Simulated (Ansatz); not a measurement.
**CH₆O₃SZr: small, medium and large basis sets**

The task here is to estimate one member of a computed series from the others.

Computed with Ansatz 0.2.0, Gaussian basis. Level: one geometry, several basis sets.

Levels to be run: PBE0-D4/def2-SVP; ωB97M-V/def2-SVP; PBE0-D4/def2-QZVPP; ωB97M-V/def2-QZVPP; the functionals' def2-TZVPP values are taken from earlier runs.

**Structure used throughout**

An earlier PBE0-D4 in a triple-zeta def2 set relaxation fixed the geometry. Zr takes the def2 core potential; no spin-orbit term is included.

12 atoms, charge 0, spin multiplicity 1.

Atoms are counted from 1 here; the program's logs count them from 0.

Bond lengths: C1–O2 1.388 Å, C1–H7 1.095 Å, C1–H8 1.095 Å, C1–H9 1.095 Å, O2–Zr3 1.906 Å, Zr3–O4 1.920 Å, Zr3–O5 1.916 Å, Zr3–S6 2.484 Å, O4–H10 0.952 Å, O5–H11 0.952 Å, S6–H12 1.346 Å. Angles: O2–C1–H7 110.6°, O2–C1–H8 110.5°, O2–C1–H9 110.3°, H7–C1–H8 108.4°, H7–C1–H9 108.5°, H8–C1–H9 108.4°, C1–O2–Zr3 177.7°, O2–Zr3–O4 108.6°, O2–Zr3–O5 110.7°, O2–Zr3–S6 108.8°, O4–Zr3–O5 113.8°, O4–Zr3–S6 108.9°, O5–Zr3–S6 105.9°, Zr3–O4–H10 168.3°, Zr3–O5–H11 165.7°, Zr3–S6–H12 91.9°.

Set-up of the first run:

File in.yaml:

```yaml
crystal:
  periodic: [false, false, false]
  atoms:
    - {symbol: C, position_ang: [0.019838, -1.532380, 1.711769]}
    - {symbol: O, position_ang: [-0.031181, -0.671159, 0.624039]}
    - {symbol: Zr, position_ang: [-0.104292, 0.569892, -0.820193]}
    - {symbol: O, position_ang: [1.689780, 0.998558, -1.352616]}
    - {symbol: O, position_ang: [-1.191397, -0.109505, -2.244711]}
    - {symbol: S, position_ang: [-1.227709, 2.642961, -0.037769]}
    - {symbol: H, position_ang: [1.058636, -1.740559, 1.989713]}
    - {symbol: H, position_ang: [-0.471900, -2.481460, 1.473358]}
    - {symbol: H, position_ang: [-0.487806, -1.087299, 2.573884]}
    - {symbol: H, position_ang: [2.560907, 1.056163, -1.731764]}
    - {symbol: H, position_ang: [-1.666972, -0.657125, -2.861928]}
    - {symbol: H, position_ang: [-0.147882, 3.011915, 0.676217]}
basis:
  gaussian: {orbitals: def2-SVP}
hamiltonian: {xc: pbe0, dispersion: d4}
output: {orbitals: {seedname: orbitals}}
```

Launch:

```bash
ansatz run in.yaml --threads 2 --pin off --events-out ev --progress --plain --max-ram 32768MiB --backend cpu
```

Among the steps run: PBE0-D4 in def2-SVP; ωB97M-V in def2-SVP; PBE0-D4 in def2-QZVPP; ωB97M-V in def2-QZVPP.

One of the session's tables, all rows but one given; the rest of the session is left out.

It belongs to the step «Density functionals: the series». 

| functional | basis | HOMO (eV) |
| --- | --- | --- |
| PBE0-D4 | def2-SVP | -6.72 |
| PBE0-D4 | def2-TZVPP | -6.89 |
| PBE0-D4 | def2-QZVPP | -6.92 |
| ωB97M-V | def2-SVP | ? |
| ωB97M-V | def2-TZVPP | -9.05 |
| ωB97M-V | def2-QZVPP | -9.09 |

Estimate the missing values for ωB97M-V, def2-SVP.

The run gave: HOMO (eV): -8.85. In the column «HOMO (eV)» it lies between ωB97M-V, def2-TZVPP (-9.05) and PBE0-D4, def2-QZVPP (-6.92).
